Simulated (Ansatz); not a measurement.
# Al4AsN3: the cost of one run

Program: Ansatz 0.2.0. PAW datasets, plane waves. Computed, not measured; no magnetism was allowed, and the structure may never have been made.

### Step 1. The structure to begin with

The cell was relaxed beforehand with r2SCAN.

It is orthorhombic, Amm2 (No. 38); a = 3.229 Å, b = 6.737 Å, c = 9.527 Å in the conventional setting, 12.95 Å³ an atom. Near N stand 4 Al at 1.97–2.01 Å; near N stand 4 Al at 1.88–2.08 Å; near As stand 4 Al at 2.28–2.29 Å; near Al stand 4 N at 2.01–2.08 Å; near Al stand 3 N at 1.93–1.97 Å and 1 As at 2.28 Å.

Structure file:

```
CELL_PARAMETERS angstrom
3.22892 0.00000 0.00000
0.00000 3.36872 4.76328
0.00000 -3.36872 4.76328
ATOMIC_POSITIONS crystal
N 0.00000 0.00081 0.00081
N 0.50000 0.00011 0.49784
N 0.50000 0.49784 0.00011
As 0.00000 0.50831 0.50831
Al 0.50000 0.87551 0.87551
Al 0.00000 0.92311 0.35671
Al 0.00000 0.35671 0.92311
Al 0.50000 0.33759 0.33759
```

### Step 2. Band structure with PBE

File input.yaml:

```yaml
crystal:
  lattice:
    - [3.2289175755, 0.0, 0.0]
    - [0.0, 3.3687222563, 4.7632763106]
    - [0.0, -3.3687222563, 4.7632763106]
  atoms:
    - { symbol: "N", position: [0.0, 0.0008084629, 0.0008084629] }
    - { symbol: "N", position: [0.5, 0.0001113951, 0.4978425354] }
    - { symbol: "N", position: [0.5, 0.4978425354, 0.0001113951] }
    - { symbol: As, position: [0.0, 0.5083139945, 0.5083139945] }
    - { symbol: Al, position: [0.5, 0.875505584, 0.875505584] }
    - { symbol: Al, position: [0.0, 0.9231125002, 0.3567131595] }
    - { symbol: Al, position: [0.0, 0.3567131595, 0.9231125002] }
    - { symbol: Al, position: [0.5, 0.3375923684, 0.3375923684] }
kpoints:
  mp_grid: { grid: [8, 6, 6] }
  band_path:
    path:
      - [[0.0, 0.0, 0.0], [0.0, 0.5, 0.5], [0.0, 0.6249571480841, 0.3750428519159]]
      - [[0.0, 0.3750428519159, -0.3750428519159], [0.0, 0.0, 0.0], [0.5, 0.0, 0.0], [0.5, 0.3750428519159, -0.3750428519159]]
      - [[0.5, 0.6249571480841, 0.3750428519159], [0.5, 0.5, 0.5], [0.0, 0.5, 0.5]]
      - [[0.0, 0.0, 0.0], [0.0, 0.5, -1.381758191653e-17], [0.5, 0.5, -1.381758191653e-17], [0.5, 0.0, 0.0], [0.5, 0.5, 0.5]]
    npoints: 10
hamiltonian:
  xc: pbe
scf:
  occupations: { method: fermi_dirac, width: 0.02 }
  n_extra_bands: 6
output:
  forces: true
  stress: true
  eigenvalues: true
  write_density: true
  write_potential: true
  elf: true
  volumetric_format: npy
```

Command:

```console
$ ansatz run input.yaml --threads 4 --pin off --max-ram 6451MiB --backend cpu --events-out ev --progress --plain --runs-dir out
```

What time and memory should one allow on 4 threads of AMD EPYC 9R45 (Zen 5), shared host?

About 4.3 s, with a peak of 0.56 GiB.
